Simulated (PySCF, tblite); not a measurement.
**C3H6B2F2O: geometry, infrared bands and NMR shifts**

Wanted: the infrared bands and NMR shifts of C3H6B2F2O (`BOB/C=C\C(F)F`), by calculation.

Programs: tblite 0.8.0 and PySCF 2.14.0, with density-fitted response routines of our own. Each step states its level of theory. These are calculated values for one molecule in the gas phase, unless marked as measured. Atoms count from 0, in the outputs and in this text.

## 1. The molecule as given

14 atoms, charge 0, multiplicity 1; geometry from: force field or distance geometry start.

Bonds of the start (Å): B0–O1 1.48, O1–B2 1.46, B2–C3 1.57, C3–C4 1.33, C4–C5 1.51, C5–F6 1.37, C5–F7 1.37, B0–H8 1.18, B0–H9 1.20, B2–H10 1.21, C3–H11 1.10, C4–H12 1.08, C5–H13 1.12.

## 2. Relaxing the molecule with GFN2-xTB

Job settings and geometry (Å):

```
{"job": {"kind": "relax", "xc": "GFN2-xTB", "basis": "xTB"}, "charge": 0, "multiplicity": 1}
B      2.918100     0.101000     0.566900
O      1.884900     1.097700     0.909500
B      0.610600     0.813300     0.249700
C     -0.033800    -0.593500     0.523700
C     -1.343500    -0.820200     0.412200
C     -2.294200     0.275200    -0.021600
F     -1.702200     1.504400    -0.108300
F     -3.342400     0.309500     0.856000
H      4.027900     0.364200     0.866000
H      2.610800    -1.048600     0.688100
H      0.520400     1.295800    -0.852900
H      0.608200    -1.421900     0.841800
H     -1.786600    -1.790400     0.610700
H     -2.678900    -0.087100    -1.004000
```

Launch:

```console
$ OMP_NUM_THREADS=1 python probes_run.py task.json out
```

The driver reads the jobs from task.json and runs them one after another.

**Question.** This job is followed by: GFN2-xTB harmonic vibrations, gas phase; GIAO PBE0/pcSseg-1 NMR shielding, non-relativistic, gas phase. Predict these results of the whole session: strongest single infrared mode (GFN2-xTB); zero-point energy (GFN2-xTB); 13C shifts against TMS (PBE0/pcSseg-1); 1H shifts against TMS (PBE0/pcSseg-1, means over atoms taken as alike); 11B shifts against BF3·OEt2 (PBE0/pcSseg-1); 17O shifts against H2O (PBE0/pcSseg-1); 19F shifts against CFCl3 (PBE0/pcSseg-1, means over atoms taken as alike).

As calculated:

| quantity | value |
| --- | --- |
| strongest single infrared mode (GFN2-xTB) | 1624 cm⁻¹, 253 km/mol |
| zero-point energy (GFN2-xTB) | 57.3 kcal/mol |
| 13C shifts against TMS (PBE0/pcSseg-1) | 160.3, 147.8, 119.1 ppm |
| 1H shifts against TMS (PBE0/pcSseg-1, means over atoms taken as alike) | 7.19, 7.02, 6.46, 5.71, 5.49 ppm |
| 11B shifts against BF3·OEt2 (PBE0/pcSseg-1) | 40.2, 33.2 ppm |
| 17O shifts against H2O (PBE0/pcSseg-1) | 315.9 ppm |
| 19F shifts against CFCl3 (PBE0/pcSseg-1, means over atoms taken as alike) | -127.3 ppm |

What this shows: Relaxing lowered the energy by 2.056 eV in 104 steps; the close pair that moved most is B0–O1, from 1.476 to 1.295 Å. All 36 modes are real, so the xTB geometry is a minimum. The strongest single mode, at 1624 cm⁻¹, moves mainly O1. GFN2-xTB is a fitted tight-binding method: band positions and strengths are rough. Its intensities can rank the bands wrongly.
